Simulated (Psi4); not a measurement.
**SiH2Br2 (dibromosilane) at revPBE/def2-SVP**

What is the vertical ionisation energy of SiH2Br2 (dibromosilane) at revPBE/def2-SVP? 

Program for the calculation: Psi4 1.11.

7 further runs of the same task are left out: 5 that didn't finish, 2 set aside as unsound or not needed.

### 1 The structure to begin with

The species is SiH2Br2 (5 atoms), meant as a singlet with charge 0. As SMILES, `Br[SiH2]Br`. The coordinates come from a PBE0-D4/def2-TZVP relaxation.

Bond lengths: Br1–Si2 2.207 Å, Si2–Br3 2.207 Å, Si2–H4 1.476 Å, Si2–H5 1.476 Å. Angles: Br1–Si2–Br3 110.8°, Br1–Si2–H4 108.4°, Br1–Si2–H5 108.4°, Br3–Si2–H4 108.4°, Br3–Si2–H5 108.4°, H4–Si2–H5 112.5°.

### 2 The energy at revPBE/def2-SVP

br2h2si.xyz

```xyz
5
Br2H2Si
Br    -1.672690    -1.239290     0.362310
Si     0.158230    -0.046290     0.054680
Br    -0.295570     1.814160    -1.042010
H      1.103430    -0.843230    -0.751710
H      0.706590     0.314640     1.376730
```

run.py

```python
import numpy as np
from ase.calculators.psi4 import Psi4
from ase.io import read

mol = read('br2h2si.xyz')
calc = Psi4(atoms=mol, method='revpbe', basis='def2-SVP', memory='2200MB', num_threads=1, charge=0, multiplicity=1, label='psi4-calc')
calc.psi4.set_options({'puream': True, 'e_convergence': 1e-09, 'd_convergence': 1e-08, 'scf_type': 'pk', 'dft_radial_points': 99, 'dft_spherical_points': 590})
mol.calc = calc

print(f'energy: {mol.get_potential_energy():.6f} eV')
```

Started as:

```sh
python run.py
```

psi4-calc.dat:

```text
[...]
  Running in c1 symmetry.
[...]
  Nuclear repulsion =  448.279262821226382
[...]
  Multiplicity = 1
[...]
  Nalpha       = 43
  Nbeta        = 43
[...]
    Number of basis functions: 92
[...]
   @RKS iter   1: -5437.21698232405925   -2.15942e+00   2.19334e-02 DIIS/ADIIS
[...]
   @RKS iter  10: -5437.86894135794955   -3.27418e-11   9.98004e-09 DIIS
[...]
    Orbital Energies [Eh]
    ---------------------
    Doubly Occupied:
       1A   -480.970813     2A   -480.970794     3A    -65.486823
       4A    -61.787652     5A    -61.787634     6A    -55.708751
       7A    -55.708739     8A    -55.706157     9A    -55.706138
      10A    -55.705994    11A    -55.705978    12A     -8.414246
      13A     -8.414231    14A     -6.290301    15A     -6.290289
      16A     -6.281087    17A     -6.281076    18A     -6.280562
      19A     -6.280550    20A     -5.127911    21A     -3.539317
      22A     -3.537106    23A     -3.534051    24A     -2.490647
      25A     -2.490635    26A     -2.488256    27A     -2.488245
      28A     -2.487868    29A     -2.487856    30A     -2.480980
      31A     -2.480973    32A     -2.480969    33A     -2.480962
      34A     -0.732178    35A     -0.710929    36A     -0.495494
[...]
  @RKS Final Energy: -5437.86894135794955
   => Energetics <=
    Nuclear Repulsion Energy =            448.2792628212263821
    One-Electron Energy =               -8460.3793420169786259
    Two-Electron Energy =                2778.0825764332157632
    DFT Exchange-Correlation Energy =    -203.8514385954129580
    Empirical Dispersion Energy =           0.0000000000000000
    VV10 Nonlocal Energy =                  0.0000000000000000
    Total Energy =                      -5437.8689413579495522
[...]
 Multipole Moments:
 ------------------------------------------------------------------------------------
     Multipole            Electronic (a.u.)      Nuclear  (a.u.)        Total (a.u.)
 ------------------------------------------------------------------------------------
 L = 1.  Multiply by 2.5417464519 to convert [e a0] to [Debye]
 Dipole X            :         -6.0440699            6.4150284            0.3709585
 Dipole Y            :          1.7652430           -1.8737448           -0.1085018
 Dipole Z            :         -2.0871704            2.2153550            0.1281847
 Magnitude           :                                                    0.4072028
[...]
```

On the terminal:

```text
energy: -147971.950913 eV
```

It took 30 s on 1 thread of AMD EPYC (Zen 3), shared host; peak memory 0.88 GiB.

### 3 The doublet cation: energy and forces at U-revPBE/def2-SVP

br2h2si_ase.py

```python
import numpy as np
from ase.calculators.psi4 import Psi4
from ase import Atoms

mol = Atoms(['Br', 'Si', 'Br', 'H', 'H'], positions=[
    [-1.672690, -1.239290, 0.362310],
    [0.158230, -0.046290, 0.054680],
    [-0.295570, 1.814160, -1.042010],
    [1.103430, -0.843230, -0.751710],
    [0.706590, 0.314640, 1.376730],
])
calc = Psi4(atoms=mol, method='revpbe', basis='def2-SVP', memory='2200MB', num_threads=1, charge=1, multiplicity=2, label='psi4-calc', reference='uks')
calc.psi4.set_options({'puream': True, 'e_convergence': 1e-09, 'd_convergence': 1e-08, 'scf_type': 'pk', 'dft_radial_points': 99, 'dft_spherical_points': 590, 'maxiter': 100})
mol.calc = calc

forces = mol.get_forces()
print(f'energy: {mol.get_potential_energy():.6f} eV')
print('forces / eV A^-1')
print(np.round(forces, 5))
```

Started as:

```sh
python br2h2si_ase.py
```

psi4-calc.dat, cut to the lines that bear on the results:

```text
[...]
  Running in c1 symmetry.
[...]
  Nuclear repulsion =  448.279262821226382
[...]
  Multiplicity = 2
[...]
  Nalpha       = 43
  Nbeta        = 42
[...]
    Number of basis functions: 92
[...]
   @UKS iter   1: -5436.96641815640851   -1.90885e+00   2.09211e-02 DIIS/ADIIS
[...]
   @UKS iter  16: -5437.49743960988326    9.09495e-13   4.44893e-09 DIIS
[...]
   @S^2 Observed:                7.516284884E-01
[...]
  @UKS Final Energy: -5437.49743960988326
   => Energetics <=
    Nuclear Repulsion Energy =            448.2792628212263821
    One-Electron Energy =               -8439.9532668794399797
    Two-Electron Energy =                2757.6968371279399435
    DFT Exchange-Correlation Energy =    -203.5202726796093771
    Empirical Dispersion Energy =           0.0000000000000000
    VV10 Nonlocal Energy =                  0.0000000000000000
    Total Energy =                      -5437.4974396098832585
[...]
 Multipole Moments:
 ------------------------------------------------------------------------------------
     Multipole            Electronic (a.u.)      Nuclear  (a.u.)        Total (a.u.)
 ------------------------------------------------------------------------------------
 L = 1.  Multiply by 2.5417464519 to convert [e a0] to [Debye]
 Dipole X            :         -5.4842530            6.4150284            0.9307753
 Dipole Y            :          1.6019035           -1.8737448           -0.2718412
 Dipole Z            :         -1.8939379            2.2153550            0.3214171
 Magnitude           :                                                    1.0215426
[...]
  -Total Gradient:
     Atom            X                  Y                   Z
    ------   -----------------  -----------------  -----------------
       1        0.007464866171     0.009790907343    -0.003934459142
       2        0.005631613652    -0.001635728209     0.001939520193
       3       -0.002067369306    -0.011385488763     0.005808247107
       4       -0.007378960879     0.007018991815     0.008014794132
       5       -0.003677410598    -0.003780745242    -0.011837503015
[...]
```

On the terminal:

```text
energy: -147961.841836 eV
forces / eV A^-1
[[-0.38386 -0.50347  0.20232]
 [-0.28959  0.08411 -0.09973]
 [ 0.10631  0.58547 -0.29867]
 [ 0.37944 -0.36093 -0.41214]
 [ 0.1891   0.19441  0.60871]]
```

Wall time 68 s (1 thread of AMD EPYC (Zen 3), shared host); peak memory 0.88 GiB.

### 4 Results

Level: revPBE/def2-SVP.

| quantity | value |
| --- | --- |
| singlet SiH2Br2: total energy | -5437.86894 Eh |
| singlet SiH2Br2: dipole moment | 1.04 D |
| singlet SiH2Br2: HOMO energy | -7.17 eV |
| singlet SiH2Br2: LUMO energy | -1.14 eV |
| singlet SiH2Br2: HOMO–LUMO gap | 6.02 eV |
| doublet cation: total energy | -5437.49744 Eh |
| doublet cation: HOMO energy (highest over α and β) | -13.13 eV |
| doublet cation: LUMO energy (lowest over α and β) | -13.05 eV |
| doublet cation: ⟨S²⟩ | 0.752 |
| doublet cation: largest force on an atom | 0.666 eV/Å |
| vertical ionisation energy (to the doublet cation) | 10.109 eV |

In words: The vertical ionisation energy comes to 10.11 eV (233 kcal/mol). The negative HOMO energy of the first species, 7.17 eV, lies 2.94 eV below that difference.
